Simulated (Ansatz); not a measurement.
# CH3FO2Si: basis-set convergence

An exercise on one series of results from a longer session: the logs are not shown, and one member is left open.

Method: one geometry, several basis sets; program: Ansatz 0.2.0, Gaussian basis.

Plan: PBE0-D4/def2-SVP; ωB97M-V/def2-SVP; PBE0-D4/def2-QZVPP; ωB97M-V/def2-QZVPP; the functionals' def2-TZVPP values are taken from earlier runs.

## The relaxed structure

An earlier PBE0-D4 in a triple-zeta def2 set relaxation fixed the geometry.

8 atoms, charge 0, spin multiplicity 1.

Atoms are counted from 1 here; the program's logs count them from 0.

Bond lengths: O1–Si2 1.615 Å, O1–H6 0.959 Å, Si2–F3 1.574 Å, Si2–C4 1.783 Å, Si2–O5 1.624 Å, C4–O5 1.530 Å, C4–H7 1.088 Å, C4–H8 1.088 Å. Angles: Si2–O1–H6 117.3°, O1–Si2–F3 104.8°, O1–Si2–C4 129.1°, O1–Si2–O5 120.9°, F3–Si2–C4 121.8°, F3–Si2–O5 119.0°, C4–Si2–O5 53.1°, Si2–C4–O5 58.1°, Si2–C4–H7 123.7°, Si2–C4–H8 122.5°, O5–C4–H7 111.5°, O5–C4–H8 111.5°, H7–C4–H8 112.8°, Si2–O5–C4 68.8°.

Set-up of the first run:

Contents of in.yaml:

```yaml
crystal:
  periodic: [false, false, false]
  atoms:
    - {symbol: O, position_ang: [-0.166609, 1.155292, 1.523313]}
    - {symbol: Si, position_ang: [0.498506, 0.217800, 0.388455]}
    - {symbol: F, position_ang: [1.969621, -0.037527, 0.887845]}
    - {symbol: C, position_ang: [-0.296831, -0.865608, -0.782998]}
    - {symbol: O, position_ang: [0.240824, 0.507876, -1.188211]}
    - {symbol: H, position_ang: [-1.013019, 1.557954, 1.320281]}
    - {symbol: H, position_ang: [-1.374944, -0.926292, -0.912968]}
    - {symbol: H, position_ang: [0.234552, -1.666694, -1.291516]}
basis:
  gaussian: {orbitals: def2-SVP}
hamiltonian: {xc: pbe0, dispersion: d4}
output: {orbitals: {seedname: orbitals}}
```

On the command line:

```bash
ansatz run in.yaml --threads 2 --pin off --events-out ev --progress --plain --max-ram 4352MiB
```

Among the steps run: PBE0-D4 in def2-SVP; ωB97M-V in def2-SVP; PBE0-D4 in def2-QZVPP; ωB97M-V in def2-QZVPP.

One of the session's tables, all rows but one given; the rest of the session is left out.

It belongs to the step «Density functionals: the series». 

| functional | basis | HOMO (eV) | LUMO (eV) |
| --- | --- | --- | --- |
| PBE0-D4 | def2-SVP | -7.85 | 0.40 |
| PBE0-D4 | def2-TZVPP | -7.99 | 0.02 |
| PBE0-D4 | def2-QZVPP | -8.03 | -0.28 |
| ωB97M-V | def2-SVP | -10.13 | 2.22 |
| ωB97M-V | def2-TZVPP | ? | ? |
| ωB97M-V | def2-QZVPP | -10.34 | 1.11 |

**Question.** Estimate the row for ωB97M-V, def2-TZVPP.

The run gave: HOMO (eV): -10.29; LUMO (eV): 1.68. In the column «HOMO (eV)» it lies between ωB97M-V, def2-QZVPP (-10.34) and ωB97M-V, def2-SVP (-10.13).
